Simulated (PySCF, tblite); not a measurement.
# C₇H₁₃ClOSi: geometry, infrared bands and NMR shifts

What infrared bands and NMR shifts should C₇H₁₃ClOSi (`CC/C(C)=C(\C=O)C[SiH2]Cl`) show?

Computed with tblite 0.8.0 and PySCF 2.14.0, with density-fitted response routines of our own, on a single molecule in the gas phase. Atoms are numbered from 0 throughout.

## (1) The starting structure

23 atoms, charge 0, multiplicity 1; geometry from: force field or distance geometry start.

Bonds of the start (Å): C0–C1 1.48, C1–C2 1.43, C2–C3 1.55, C2–C4 1.31, C4–C5 1.45, C5–O6 1.26, C4–C7 1.51, C7–Si8 1.89, Si8–Cl9 2.11, C0–H10 1.15, C0–H11 1.13, C0–H12 1.10, C1–H13 1.13, C1–H14 1.16, C3–H15 1.10, C3–H16 1.09, C3–H17 1.09, C5–H18 1.07, C7–H19 1.11, C7–H20 1.08, Si8–H21 1.45, Si8–H22 1.46.

## (2) Relaxing the molecule with GFN2-xTB

The job: settings as JSON, then the geometry in Å.

```
{"job": {"kind": "relax", "xc": "GFN2-xTB", "basis": "xTB"}, "charge": 0, "multiplicity": 1}
C      2.420200    -1.228100     0.710500
C      2.026300     0.022600     0.015100
C      0.687300     0.315400    -0.376600
C      0.498200     1.682600    -1.082300
C     -0.416200    -0.370000    -0.248500
C     -0.564500    -1.678600     0.348200
O     -1.725500    -2.159800     0.359300
C     -1.691700     0.230300    -0.781000
Si    -2.848900     0.353800     0.705300
Cl    -2.858100     2.385000     1.265400
H      3.555300    -1.123600     0.859100
H      2.027200    -1.341300     1.763100
H      2.367300    -2.163200     0.133100
H      2.714400     0.255700    -0.854500
H      2.324200     0.867000     0.751500
H      1.531800     2.064200    -1.159400
H     -0.086500     2.295700    -0.396800
H      0.136800     1.552300    -2.098900
H      0.197000    -2.279700     0.794200
H     -2.114700    -0.428900    -1.560900
H     -1.611400     1.232800    -1.166800
H     -2.393600    -0.452600     1.814600
H     -4.179600    -0.004500     0.216600
```

Started as:

```
> OMP_NUM_THREADS=1 python probes_run.py task.json out
```

One launch serves the whole session: the jobs run in the order shown.

**Question.** This job is followed by: GFN2-xTB harmonic vibrations, gas phase; GIAO PBE0/pcSseg-1 NMR shielding, non-relativistic, gas phase. What will the session give for the following? strongest single infrared mode (GFN2-xTB); zero-point energy (GFN2-xTB); ¹³C shifts against TMS (PBE0/pcSseg-1); ¹H shifts against TMS (PBE0/pcSseg-1, means over atoms taken as alike); ¹⁷O shifts against H2O (PBE0/pcSseg-1); ²⁹Si shifts against TMS (PBE0/pcSseg-1); ³⁵Cl shifts against HCl (PBE0/pcSseg-1); surface potential, 1st and 99th percentile.

As calculated:

| quantity | value |
| --- | --- |
| strongest single infrared mode (GFN2-xTB) | 1604 cm⁻¹, 487 km/mol |
| zero-point energy (GFN2-xTB) | 113.1 kcal/mol |
| ¹³C shifts against TMS (PBE0/pcSseg-1) | 193.6, 182.9, 140.3, 33.0, 28.3, 20.3, 20.2 ppm |
| ¹H shifts against TMS (PBE0/pcSseg-1, means over atoms taken as alike) | 9.58, 5.67, 2.73, 2.28, 1.43, 1.19 ppm |
| ¹⁷O shifts against H2O (PBE0/pcSseg-1) | 558.0 ppm |
| ²⁹Si shifts against TMS (PBE0/pcSseg-1) | -49.0 ppm |
| ³⁵Cl shifts against HCl (PBE0/pcSseg-1) | 35 ppm |
| surface potential, 1st and 99th percentile | -1.31 V and 1.37 V |

In words: Relaxing lowered the energy by 1.442 eV in 244 steps; the close pair that moved most is C1–C2, from 1.426 to 1.499 Å. No mode is imaginary among the 63: a minimum at this level. The strongest single mode, at 1604 cm⁻¹, moves mainly C4 and C2. Unscaled tight-binding wavenumbers are off by several per cent, some by more. Its intensities can rank the bands wrongly. The most deshielded carbon is C5 (aldehyde carbonyl carbon), at 193.6 ppm: the double bond to the heteroatom, with no lone-pair donor beside it, deshields it most. The most deshielded hydrogen is H18 (hydrogen on an aldehyde carbonyl carbon), at 9.58 ppm: deshielded by the polar, anisotropic C=O bond. At PBE0/pcSseg-1: Shielding is most anisotropic at O6 (span 1008 ppm, paramagnetic term -625 ppm). By nearest atom (PBE0/pcSseg-1), the HOMO sits on C2, C4 about 20 % each; Cl9 16 % and the LUMO on C2, C5 about 27 % each; O6 20 %.
